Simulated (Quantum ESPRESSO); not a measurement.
Here is a Quantum ESPRESSO 7.5 calculation.

The input pw.in:

```
&CONTROL
  calculation = 'scf'
  prefix = 'pwscf'
  outdir = './tmp'
  pseudo_dir = './pseudo'
  tprnfor = .true.
  tstress = .true.
  disk_io = 'low'
/
&SYSTEM
  ibrav = 0
  nat = 7
  ntyp = 2
  ecutwfc = 36
  ecutrho = 216
  nbnd = 31
  input_dft = 'pbesol'
  occupations = 'smearing'
  smearing = 'gaussian'
  degauss = 0.00367493
  nspin = 2
  starting_magnetization(1) = 0.2667
  starting_magnetization(2) = 0
  vdw_corr = 'grimme-d2'
/
&ELECTRONS
  conv_thr = 1.4d-09
  electron_maxstep = 120
  mixing_beta = 0.3
/
ATOMIC_SPECIES
Mn    54.9380 Mn.GGA_PBE-JTH.UPF
Si    28.0850 Si.GGA_PBE-JTH.UPF
CELL_PARAMETERS angstrom
   4.6666436900    0.0000000000    0.0000000000
   0.0000000000    4.6666436900    0.0000000000
   0.0000000000    0.0000000000    4.6666436900
ATOMIC_POSITIONS crystal
Mn     0.0000000000    0.0000000000    0.0000000000
Si     0.8011341100    0.5000000000    0.5000000000
Si     0.1988658900    0.5000000000    0.5000000000
Si     0.5000000000    0.5000000000    0.8011341100
Si     0.5000000000    0.5000000000    0.1988658900
Si     0.5000000000    0.1988658900    0.5000000000
Si     0.5000000000    0.8011341100    0.5000000000
K_POINTS automatic
6 6 6 0 0 0
HUBBARD {ortho-atomic}
U Mn-3d 6.2
```

Contents of pp_density.in:

```
&INPUTPP
  prefix = 'pwscf'
  outdir = './tmp'
  filplot = 'density.dat'
  plot_num = 0
/
&PLOT
  nfile = 1
  filepp(1) = 'density.dat'
  iflag = 3
  output_format = 6
  fileout = 'density.cube'
/
```

The input pp_potential.in:

```
&INPUTPP
  prefix = 'pwscf'
  outdir = './tmp'
  filplot = 'potential.dat'
  plot_num = 11
/
&PLOT
  nfile = 1
  filepp(1) = 'potential.dat'
  iflag = 3
  output_format = 6
  fileout = 'potential.cube'
/
```

File pp_spin.in:

```
&INPUTPP
  prefix = 'pwscf'
  outdir = './tmp'
  filplot = 'spin.dat'
  plot_num = 6
/
&PLOT
  nfile = 1
  filepp(1) = 'spin.dat'
  iflag = 3
  output_format = 6
  fileout = 'spin.cube'
/
```

Potentials or basis: JTH 2.0 PBE.

Command:

```sh
$ OMP_NUM_THREADS=1 pw.x -in pw.in > pw.out
$ OMP_NUM_THREADS=1 pp.x -in pp_density.in > pp_density.out
$ OMP_NUM_THREADS=1 pp.x -in pp_potential.in > pp_potential.out
$ OMP_NUM_THREADS=1 pp.x -in pp_spin.in > pp_spin.out
```

Q: Predict the largest force.

A: 5.802 eV/Å.

Q: What does it give for the net moment?

A: 5.28 μB per cell.

Q: Predict the absolute moment.

A: 5.30 μB per cell.

Eigenvalues of the final occupation matrices:
```tsv
site	spin	trace	eigenvalues
Mn 1 3d	1	4.88	0.97 0.97 0.97 0.98 0.98
Mn 1 3d	2	0.12	0.02 0.02 0.02 0.03 0.03
```

Caveat: D2 keeps the scale fitted for PBE; the potentials were made for another functional, which shifts forces and pressure; the cell as given lies far from equilibrium; the cutoff lies well under what these potentials need, so the values aren't converged; the U is typed as a test and isn't derived for this compound. The state reached can hang on the start; a lower one may exist.
